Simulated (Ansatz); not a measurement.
**GeCN2 under changes of volume**

One of the cells (13.716 Å³/atom); the others are scaled copies at fixed shape and fractional positions:

```
Ge N C
1.0
     1.79379    1.03565    4.92196
    -1.79379    1.03565    4.92196
     0.00000   -2.07129    4.92196
Ge N C
1 2 1
Direct
  0.00000 0.00000 0.00000
  0.58390 0.58390 0.58390
  0.41610 0.41610 0.41610
  0.50000 0.50000 0.50000
```

The cell comes from a database or a generator and needn't be the stable form of this composition.

| Item | Value |
| --- | --- |
| Program | Ansatz 0.2.0 |
| Functional | PBEsol |
| Potentials or basis | Ansatz PAW |
| Cutoff | 420 eV (not typed: the program's choice for these potentials) |
| k mesh | 9 × 9 × 9 |
| Occupations | fermi-dirac, width 0.05 eV |
| Spin | no spin polarisation |

```csv
volume (Å³/atom),energy over the lowest point (meV/atom),pressure (GPa),gap on the mesh (eV),largest force (eV/Å)
12.893,7.94,5.5,0.85,1.964
13.167,1.37,2.3,0.90,1.287
13.441,0.00,-0.6,0.95,0.656
13.716,3.40,-3.3,1.00,0.066
13.990,11.06,-5.7,1.05,0.485
14.264,22.61,-7.8,1.09,1.000
14.538,?,?,?,?
```

What does the run at 14.538 Å³/atom give?

Energy over the lowest point 37.72 meV/atom; pressure -9.8 GPa; gap on the mesh 1.13 eV; largest force 1.481 eV/Å.

Worked out: A Birch-Murnaghan fit of order 3 (a polynomial in V^(-2/3)) to the other rows has its minimum at 13.38 Å³/atom with B0 = V·E''(V) = 138 GPa and B' = 3.8 at fixed shape and positions, which overstates the stiffness. It gives 37.68 meV/atom at 14.538 Å³/atom, against the run's 37.72, and -dE/dV = -9.8 GPa, against -9.8. A straight line through the other rows of the gap, of slope 2.4 eV per unit of ln V, extrapolates to 1.14 eV, against the run's 1.13.

Energies are extrapolated to zero smearing.

Caveats: odd divisions of the mesh miss points on the zone boundary, where band edges often lie, so the gap on the mesh can be too wide; the PAW data sets come from PBE, with cores solved anew for the run's functional, which leaves a small shift of forces and pressure; forces of over 1 eV/Å show positions far from the minimum, so gaps and moduli don't describe the material at rest (some runs).

A mesh can miss the band edges. Spin-orbit coupling on Ge is left out.
